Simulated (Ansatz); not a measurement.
# Li2ZrO2: the cost of one run

Computed with Ansatz 0.2.0 (DFT PBE, scalar-relativistic, plane waves, PAW, unless a step's input says otherwise).

## (1) The system as given

Symmetry: I4/mmm, No. 139, tetragonal system. Conventional cell: a = 3.477 Å, b = 3.477 Å, c = 9.409 Å, α = 90.00°, β = 90.00°, γ = 90.00°. Li (site symmetry -4m2) has 4 O at 2.14 Å and 4 Li at 2.46 Å in its first shell of neighbours. Zr (site symmetry 4/mmm) has 8 O at 2.70 Å and 8 Li at 2.92 Å in its first shell of neighbours. O (site symmetry 4mm) is surrounded by 4 Li at 2.14 Å and 4 Zr at 2.70 Å.

As a file:

```
CELL_PARAMETERS angstrom
-1.73844 1.73844 4.70442
1.73844 -1.73844 4.70442
1.73844 1.73844 -4.70442
ATOMIC_POSITIONS crystal
Li 0.75000 0.25000 0.50000
Li 0.25000 0.75000 0.50000
Zr 0.00000 0.00000 0.00000
O 0.61769 0.61769 0.00000
O 0.38231 0.38231 0.00000
```

The cell is invented: species swapped into a database cell of YMn2Si2 (I4/mmm, No. 139), with Zr on the Y sites, Li on the Mn sites and O on the Si sites. Its size is a rough estimate.

## (2) The guess as it stands, on a coarse mesh

File input.yaml:

```yaml
crystal:
  lattice:
    - [-1.7384396, 1.7384396, 4.70442292]
    - [1.7384396, -1.7384396, 4.70442292]
    - [1.7384396, 1.7384396, -4.70442292]
  atoms:
    - { symbol: Li, position: [0.75, 0.25, 0.5] }
    - { symbol: Li, position: [0.25, 0.75, 0.5] }
    - { symbol: Zr, position: [0.0, 0.0, 0.0] }
    - { symbol: O, position: [0.61769164, 0.61769164, 0.0] }
    - { symbol: O, position: [0.38230836, 0.38230836, 0.0] }
basis:
  ecutwfc: 420
kpoints:
  mp_grid: { grid: [8, 8, 8] }
hamiltonian:
  xc: pbe
scf:
  occupations: { method: gaussian, width: 0.1 }
  lower_state_search: "off"
output:
  forces: true
  stress: true
  eigenvalues: true
```

Command:

```sh
ansatz run input.yaml --threads 1 --pin off --max-ram 2560MiB --backend cpu --events-out ev --progress --plain --runs-dir out
```

**Question.** How long does this run take on 1 thread of Arm Neoverse V1, shared host, and how much memory does it need?

About 3.6 s, with a peak of 0.35 GiB.
